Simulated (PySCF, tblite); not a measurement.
# C3H9OSi radical: geometry, infrared bands and EPR parameters

What infrared bands and EPR parameters should C3H9OSi radical (`[CH2]O[SiH2]CC`) show?

The runs use tblite 0.8.0 and PySCF 2.14.0, with density-fitted response routines of our own; the level of theory stands in each step. All values are computed, except where a source is named. Atoms count from 0, in the outputs and in this text.

**1. The starting structure**

14 atoms, charge 0, multiplicity 2; geometry from: force field or distance geometry start.

Bonds of the start (Å): C0–O1 1.34, O1–Si2 1.67, Si2–C3 1.86, C3–C4 1.51, C0–H5 1.08, C0–H6 1.08, Si2–H7 1.49, Si2–H8 1.49, C3–H9 1.10, C3–H10 1.10, C4–H11 1.09, C4–H12 1.09, C4–H13 1.09.

**2. Relaxing the molecule with GFN2-xTB**

Job settings and geometry (Å):

```
{"job": {"kind": "relax", "xc": "GFN2-xTB", "basis": "xTB"}, "charge": 0, "multiplicity": 2}
C     -2.671100     0.758100     0.579000
O     -1.337800     0.610700     0.637500
Si    -0.578300    -0.680100    -0.110300
C      1.268900    -0.658500     0.100200
C      1.988400     0.559400    -0.427600
H     -3.292000     0.058200     0.031600
H     -3.044500     1.628800     1.106600
H     -0.904800    -0.630100    -1.559000
H     -1.134500    -1.949100     0.427000
H      1.678300    -1.559000    -0.372000
H      1.490300    -0.760900     1.175900
H      3.063400     0.470500    -0.259700
H      1.825300     0.674500    -1.503100
H      1.647600     1.477100     0.052100
```

Run with:

```bash
$ OMP_NUM_THREADS=1 python probes_run.py task.json out
```

One launch serves the whole session: the jobs run in the order shown.

**Question.** This job is followed by: GFN2-xTB harmonic vibrations, gas phase; UKS B3LYP, pcH-1 on C H O Si, non-relativistic, mean-field spin-orbit, GIAO. Predict these results of the whole session: strongest single infrared mode (GFN2-xTB); zero-point energy (GFN2-xTB); g(iso) (B3LYP); ⟨S²⟩; largest a(iso) (averaged by class); surface potential, 1st and 99th percentile.

**Answer**, as computed:

| quantity | value |
| --- | --- |
| strongest single infrared mode (GFN2-xTB) | 2187 cm⁻¹, 448 km/mol |
| zero-point energy (GFN2-xTB) | 67.7 kcal/mol |
| g(iso) (B3LYP) | 2.00321 |
| ⟨S²⟩ | 0.753 (exact 0.75) |
| largest a(iso) (averaged by class) | 13C on C0, 85.7 MHz |
| surface potential, 1st and 99th percentile | -0.90 V and 1.24 V |

In words: Over 68 steps the energy fell by 0.148 eV; of the close pairs, O1–Si2 changed most, 1.674 to 1.633 Å. No mode is imaginary among the 36: a minimum at this level. The strongest single mode, at 2187 cm⁻¹, moves mainly H7 and H8. Unscaled tight-binding wavenumbers are off by several per cent, some by more. Its intensities can rank the bands wrongly. Most of the unpaired spin sits on C0 (0.97 e). The isotropic g lies 0.9 ppt above the free-electron value.
